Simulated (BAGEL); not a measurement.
# CHBClN (SMILES N#CBCl): HF/6-311+G(d,p) (density fitting with qzvpp-jkfit)

Aim: the vertical ionisation energy of CHBClN at HF/6-311+G** (density fitting with qzvpp-jkfit), from 2 runs. 

The calculation is run with BAGEL 1.2.2.

5 further runs of the same task are left out: 4 that didn't finish, 1 set aside as unsound or not needed. Runs told in other sessions of the task aren't counted.

**1. The structure to begin with**

The species is CHBClN (5 atoms), meant as a singlet with charge 0. As SMILES, `N#CBCl`. The coordinates come from a PBE0-D4/def2-TZVP relaxation.

Bond lengths: N1–C2 1.152 Å, C2–B3 1.528 Å, B3–Cl4 1.723 Å, B3–H5 1.187 Å. Angles: N1–C2–B3 178.6°, C2–B3–Cl4 119.2°, C2–B3–H5 120.7°, Cl4–B3–H5 120.1°.

**2. The energy at HF/6-311+G(d,p) (density fitting with qzvpp-jkfit)**

Input file input.json:

```json
{ "bagel": [

{
  "title": "molecule",
  "basis": "6-311+gss.json",
  "df_basis": "qzvpp-jkfit",
  "angstrom": true,
  "geometry": [
    { "atom": "N", "xyz": [       1.053200,      -1.411100,       1.218200 ] },
    { "atom": "C", "xyz": [       0.513400,      -0.630900,       0.564200 ] },
    { "atom": "B", "xyz": [      -0.176600,       0.429700,      -0.293300 ] },
    { "atom": "Cl", "xyz": [      -1.594500,       0.005200,      -1.176200 ] },
    { "atom": "H", "xyz": [       0.254400,       1.533500,      -0.354200 ] }
  ]
},

{
  "title": "hf"
},

{
  "title": "print",
  "file": "orbitals.molden",
  "orbitals": true
}

]}
```

The basis set 6-311+G** is read from a file made from the Basis Set Exchange's data (not shown).

Started as:

```bash
BAGEL_NUM_THREADS=1 BAGEL input.json > input.out
```

The program printed:

```text
* using 1 threads per process

  ===============================================================
  ===============================================================

  *** Geometry ***

  { "atom" : "N", "xyz" : [      1.990260,     -2.666593,      2.302064 ] },
  { "atom" : "C", "xyz" : [      0.970185,     -1.192228,      1.066183 ] },
  { "atom" : "B", "xyz" : [     -0.333726,      0.812015,     -0.554257 ] },
  { "atom" : "Cl", "xyz" : [     -3.013168,      0.009827,     -2.222696 ] },
  { "atom" : "H", "xyz" : [      0.480746,      2.897895,     -0.669341 ] },

  Number of auxiliary basis functions:      373

  Since a DF basis is specified, we compute 2- and 3-index integrals:
    o Being stored without compression. Storage requirement is 0.031 GB

  Number of basis functions:      102
  Number of electrons      :       36

    * METHOD: MOLECULE                             0.15

  *** RHF ***

  === Nuclear Repulsion ===
   106.5108968829

      * DIIS with orbital gradients will be used.

  === RHF iteration (6-311+gss.json) ===
      0       -576.87632800          0.02816292           0.05
      1       -576.97042909          0.02563107           0.05
      2       -577.14863738          0.00278551           0.05
      3       -577.15204632          0.00088194           0.05
      4       -577.15247172          0.00017866           0.05
      5       -577.15250201          0.00008054           0.05
      6       -577.15250944          0.00004397           0.05
      7       -577.15251220          0.00002073           0.05
      8       -577.15251290          0.00000749           0.05
      9       -577.15251298          0.00000282           0.05
     10       -577.15251299          0.00000144           0.05
     11       -577.15251299          0.00000043           0.05
     12       -577.15251299          0.00000016           0.05
     13       -577.15251299          0.00000006           0.05
     14       -577.15251299          0.00000004           0.05
     15       -577.15251299          0.00000002           0.05
     16       -577.15251299          0.00000001           0.05
     17       -577.15251299          0.00000001           0.05
    * SCF iteration converged.

    * Permanent dipole moment:
           (    0.315968,    -0.863898,     0.520272) a.u.

    * METHOD: HF                                   0.98

    * METHOD: PRINT                                0.03

  ===============================================================
```

Run time: 1.3 s. Hardware: 1 thread of Arm Neoverse V1, shared host; peak memory 0.11 GiB.

**3. The doublet cation, same level**

Input file calc.json:

```json
{ "bagel": [

{
  "title": "molecule",
  "basis": "6-311+gss.json",
  "df_basis": "qzvpp-jkfit",
  "angstrom": true,
  "geometry": [
    { "atom": "N", "xyz": [       1.053200,      -1.411100,       1.218200 ] },
    { "atom": "C", "xyz": [       0.513400,      -0.630900,       0.564200 ] },
    { "atom": "B", "xyz": [      -0.176600,       0.429700,      -0.293300 ] },
    { "atom": "Cl", "xyz": [      -1.594500,       0.005200,      -1.176200 ] },
    { "atom": "H", "xyz": [       0.254400,       1.533500,      -0.354200 ] }
  ]
},

{ "title": "rohf", "charge": 1, "nopen": 1 },

{ "title": "print", "file": "orbitals.molden", "orbitals": true }

]}
```

The basis set 6-311+G** is read from a file made from the Basis Set Exchange's data (not shown).

Started as:

```bash
BAGEL_NUM_THREADS=1 BAGEL calc.json > calc.out
```

The program printed:

```text
* using 1 threads per process

  ===============================================================
  ===============================================================

  *** Geometry ***

  { "atom" : "N", "xyz" : [      1.990260,     -2.666593,      2.302064 ] },
  { "atom" : "C", "xyz" : [      0.970185,     -1.192228,      1.066183 ] },
  { "atom" : "B", "xyz" : [     -0.333726,      0.812015,     -0.554257 ] },
  { "atom" : "Cl", "xyz" : [     -3.013168,      0.009827,     -2.222696 ] },
  { "atom" : "H", "xyz" : [      0.480746,      2.897895,     -0.669341 ] },

  Number of auxiliary basis functions:      373

  Since a DF basis is specified, we compute 2- and 3-index integrals:
    o Being stored without compression. Storage requirement is 0.031 GB

  Number of basis functions:      102
  Number of electrons      :       36

    * METHOD: MOLECULE                             0.15

  *** Open-shell HF ***

  === Nuclear Repulsion ===
   106.5108968829

      * DIIS with orbital gradients will be used.

  === ROHF iteration (6-311+gss.json) ===
      0       -576.33674353          0.06209555           0.09
      1       -576.06143807          0.08891656           0.09
      2       -575.79131348          0.10881574           0.10
      3       -576.66633668          0.00939915           0.10
      4       -576.68362397          0.00696556           0.10
      5       -576.69997250          0.00548969           0.10
      6       -576.71243812          0.00343510           0.09
      7       -576.72049687          0.00110457           0.10
      8       -576.72177017          0.00092265           0.10
      9       -576.72199850          0.00089346           0.10
     10       -576.72227476          0.00022847           0.10
     11       -576.72228031          0.00017475           0.10
     12       -576.72231207          0.00007575           0.10
     13       -576.72232956          0.00002987           0.09
     14       -576.72233144          0.00001372           0.10
     15       -576.72233222          0.00000635           0.10
     16       -576.72233199          0.00000344           0.10
     17       -576.72233198          0.00000219           0.10
     18       -576.72233201          0.00000108           0.10
     19       -576.72233203          0.00000058           0.10
     20       -576.72233206          0.00000037           0.10
     21       -576.72233207          0.00000021           0.10
     22       -576.72233208          0.00000011           0.10
     23       -576.72233208          0.00000008           0.10
     24       -576.72233208          0.00000004           0.10
     25       -576.72233208          0.00000002           0.10
     26       -576.72233208          0.00000001           0.09
    * SCF iteration converged.

    * S^2 (ROHF) is 0.7500

    * Permanent dipole moment:
           (    1.306953,    -1.307776,     1.387380) a.u.

    * METHOD: ROHF                                 2.78

    * METHOD: PRINT                                0.03

  ===============================================================
```

It took 3.3 s on 1 thread of Arm Neoverse V1, shared host; peak memory 0.11 GiB.

**4. Summary of results**

At HF/6-311+G** (density fitting with qzvpp-jkfit):

| quantity | value |
| --- | --- |
| singlet CHBClN: total energy | -577.15251 Eh |
| singlet CHBClN: dipole moment | 2.69 D |
| singlet CHBClN: HOMO energy | -13.14 eV |
| singlet CHBClN: LUMO energy | 0.37 eV |
| singlet CHBClN: HOMO–LUMO gap | 13.51 eV |
| doublet cation: total energy | -576.72233 Eh |
| doublet cation: ⟨S²⟩ | 0.750 |
| vertical ionisation energy (to the doublet cation) | 11.706 eV |

In words: Removing an electron at fixed nuclei costs 11.71 eV (270 kcal/mol). The negative HOMO energy of the first species, 13.14 eV, lies 1.43 eV above that difference.
